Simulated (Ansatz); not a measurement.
# C₄H₁₂OSi: one species, many methods

The task here is to estimate one member of a computed series from the others.

Program: Ansatz 0.2.0, Gaussian basis. Level of theory: functionals in def2-TZVPP, the program's frozen cores in correlated methods. These are calculated values, not measurements.

The runs, in order: LDA (SPW92), PBE-D4, revPBE-D4, BLYP-D4, r2SCAN-D4, B97M-V, PBE0-D4, B3LYP-D4, r2SCANh-D4, r2SCAN0-D4, HSE06-D4, BHLYP-D4, CAM-B3LYP-D4, LC-ωPBE, ωB97X-V, ωB97M-V, B2PLYP, PBE-QIDH; CCSD(T)/def2-SVP; MP2/def2-TZVPP; RPA on PBE.

1 further run of the same task is left out (it didn't finish). Runs told in other sessions of the task aren't counted.

## The geometry

All runs share one geometry, relaxed beforehand with PBE0-D4 in a triple-zeta def2 set.

SMILES `CC(C)(C)O[SiH3]`, 18 atoms, charge 0, spin multiplicity 1.

Atoms are counted from 1 here; the program's logs count them from 0.

Bond lengths: C1–C2 1.521 Å, C1–H7 1.092 Å, C1–H8 1.093 Å, C1–H9 1.092 Å, C2–C3 1.519 Å, C2–C4 1.521 Å, C2–O5 1.430 Å, C3–H10 1.092 Å, C3–H11 1.092 Å, C3–H12 1.092 Å, C4–H13 1.092 Å, C4–H14 1.092 Å, C4–H15 1.093 Å, O5–Si6 1.637 Å, Si6–H16 1.490 Å, Si6–H17 1.482 Å, Si6–H18 1.490 Å. Angles: C2–C1–H7 110.3°, C2–C1–H8 111.2°, C2–C1–H9 110.5°, H7–C1–H8 108.3°, H7–C1–H9 108.5°, H8–C1–H9 107.9°, C1–C2–C3 110.5°, C1–C2–C4 110.8°, C1–C2–O5 109.7°, C3–C2–C4 110.5°, C3–C2–O5 105.5°, C4–C2–O5 109.7°, C2–C3–H10 110.2°, C2–C3–H11 110.8°, C2–C3–H12 110.2°, H10–C3–H11 108.7°, H10–C3–H12 108.3°, H11–C3–H12 108.7° and more.

Set-up of the first run:

in.yaml reads:

```yaml
crystal:
  periodic: [false, false, false]
  atoms:
    - {symbol: C, position_ang: [0.080617, -1.541435, 0.092048]}
    - {symbol: C, position_ang: [0.374802, -0.082745, -0.224348]}
    - {symbol: C, position_ang: [1.860522, 0.120441, -0.465100]}
    - {symbol: C, position_ang: [-0.428832, 0.381070, -1.429942]}
    - {symbol: O, position_ang: [0.056141, 0.729103, 0.908822]}
    - {symbol: Si, position_ang: [-1.375412, 0.963678, 1.667685]}
    - {symbol: H, position_ang: [0.623857, -1.852591, 0.986693]}
    - {symbol: H, position_ang: [-0.986582, -1.701832, 0.264870]}
    - {symbol: H, position_ang: [0.385775, -2.181737, -0.738448]}
    - {symbol: H, position_ang: [2.069659, 1.173801, -0.660925]}
    - {symbol: H, position_ang: [2.198350, -0.468096, -1.320796]}
    - {symbol: H, position_ang: [2.429604, -0.184236, 0.415216]}
    - {symbol: H, position_ang: [-0.249855, 1.441285, -1.620358]}
    - {symbol: H, position_ang: [-0.142781, -0.183539, -2.320003]}
    - {symbol: H, position_ang: [-1.500565, 0.236612, -1.271301]}
    - {symbol: H, position_ang: [-1.939758, -0.299566, 2.220381]}
    - {symbol: H, position_ang: [-1.088549, 1.902247, 2.777821]}
    - {symbol: H, position_ang: [-2.404292, 1.558838, 0.769484]}
basis:
  gaussian: {orbitals: def2-TZVPP}
hamiltonian: {xc: lda}
output: {orbitals: {seedname: orbitals}}
```

On the command line:

```sh
ansatz run in.yaml --threads 4 --pin off --events-out ev --progress --plain --max-ram 11315MiB
```

Steps of the session up to this table: LDA; PBE-D4 (GGA); revPBE-D4 (GGA); BLYP-D4 (GGA); r2SCAN-D4 (meta-GGA); B97M-V (meta-GGA); B3LYP-D4 (hybrid); r2SCANh-D4 (hybrid); r2SCAN0-D4 (hybrid); HSE06-D4 (hybrid); BHLYP-D4 (hybrid); CAM-B3LYP-D4 (range-separated); LC-ωPBE (range-separated); ωB97X-V (range-separated); ωB97M-V (range-separated); B2PLYP (double hybrid); PBE-QIDH (double hybrid).

One of the session's tables, all rows but one given; the rest of the session is left out.

It belongs to the step «Orbital energies across the functionals». 

| functional | HOMO (eV) | LUMO (eV) | gap (eV) |
| --- | --- | --- | --- |
| LDA (SPW92) | -6.64 | -0.65 | 5.99 |
| PBE-D4 | -6.52 | -0.37 | 6.14 |
| revPBE-D4 | -6.46 | -0.25 | 6.22 |
| BLYP-D4 | -6.43 | -0.25 | 6.18 |
| r2SCAN-D4 | -6.84 | 0.09 | 6.93 |
| B97M-V | -7.02 | -0.26 | 6.76 |
| PBE0-D4 | ? | ? | ? |
| B3LYP-D4 | -7.77 | 0.24 | 8.02 |
| r2SCANh-D4 | -7.39 | 0.37 | 7.76 |
| r2SCAN0-D4 | -8.21 | 0.77 | 8.99 |
| HSE06-D4 | -7.59 | 0.11 | 7.69 |
| BHLYP-D4 | -9.41 | 1.27 | 10.68 |
| CAM-B3LYP-D4 | -9.42 | 1.39 | 10.81 |
| LC-ωPBE | -10.74 | 2.61 | 13.34 |
| ωB97X-V | -10.43 | 2.41 | 12.84 |
| ωB97M-V | -10.34 | 2.05 | 12.40 |

**Question.** Estimate the row for PBE0-D4.

**Answer.** HOMO (eV): -7.99; LUMO (eV): 0.48; gap (eV): 8.47. In the column «HOMO (eV)» it lies between r2SCAN0-D4 (-8.21) and B3LYP-D4 (-7.77).
